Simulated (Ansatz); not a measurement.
# WH+ (septet): the correlation ladder at distance W1–H2 = 6.877 Å, def2-TZVP

One table from this session's results is given with a row withheld; the runs are named, their logs left out.

The runs use Ansatz 0.2.0, Gaussian basis; def2-TZVP, core rule «outside noble gas», up to 4 orbitals frozen.

Plan: UHF; CCSD(T) on ROHF; CCSD(T) on UHF; CISD; CCSDT(Q) on ROHF; CCSDT(Q) on UHF; CASSCF and MRCISD+Q, 6 electrons in 7 orbitals; CASSCF and NEVPT2, 6 electrons in 7 orbitals.

31 further runs of the same task are left out: 29 that didn't finish, 2 set aside as unsound or not needed.

### What is computed

The geometry derives from a PBE0/def2-TZVP stationary point (not a proven minimum). One bond is set to the value named and the two fragments are kept rigid. No spin-orbit coupling is included. Elements past krypton take def2 core potentials.

2 atoms, charge 1, spin multiplicity 7.

Atoms are counted from 1 here; the program's logs count them from 0.

No contacts short enough for the rule that draws bonds.

The first run:

in.yaml

```yaml
crystal:
  periodic: [false, false, false]
  atoms:
    - {symbol: W, position_ang: [0.000000, 0.000000, 0.000000]}
    - {symbol: H, position_ang: [0.000000, 0.000000, 6.877000]}
basis:
  gaussian: {orbitals: def2-TZVP}
total_charge: 1
magnetization: {spin_polarized: true, initial_magnetization: 6}
hamiltonian: {xc: hf}
output: {orbitals: {seedname: orbitals}}
```

On the command line:

```console
ansatz run in.yaml --threads 1 --pin off --events-out ev --progress --plain --max-ram 2393MiB
```

Among the steps run: UHF; CCSD(T) on ROHF; CCSD(T) on UHF; CISD; CCSDT(Q) on ROHF; CCSDT(Q) on UHF; CASSCF and MRCISD+Q, 6 electrons in 7 orbitals; CASSCF and NEVPT2, 6 electrons in 7 orbitals.

One of the session's tables, all rows but one given; the rest of the session is left out.

```
          method  from RCCSDT(Q) (meV)
            ROHF               +1236.1
             UHF               +1104.1
            RMP2                     ?
            UMP2                 +83.9
            CISD                 +24.1
           RCCSD                 +10.5
           UCCSD                -113.8
        RCCSD(T)                  +2.5
        UCCSD(T)                -121.6
          RCCSDT                  +0.3
          UCCSDT                -123.8
       RCCSDT(Q)                     0
       UCCSDT(Q)                -124.1
  CASSCF valence               +1236.1
  NEVPT2 valence                +395.8
  MRCISD valence                 +24.1
MRCISD+Q valence                  -3.6
```

Q: Estimate the row for RMP2 from the others.

As computed: from RCCSDT(Q) (meV): +209.0. In the column «from RCCSDT(Q) (meV)» it lies between UMP2 (+83.9) and NEVPT2 valence (+395.8).

The program flags NEVPT2 valence, MRCISD+Q valence as in doubt (see the logs), so those rows may rest on another solution; read them beside their warnings.

To keep in mind: The program flags NEVPT2 valence, MRCISD+Q valence as in doubt, so those rows may rest on another solution; read them beside their warnings. Restricted and unrestricted rows rest on different reference determinants; where their highest levels disagree by more than a few hundredths of an eV, they describe different states and don't form one ladder.
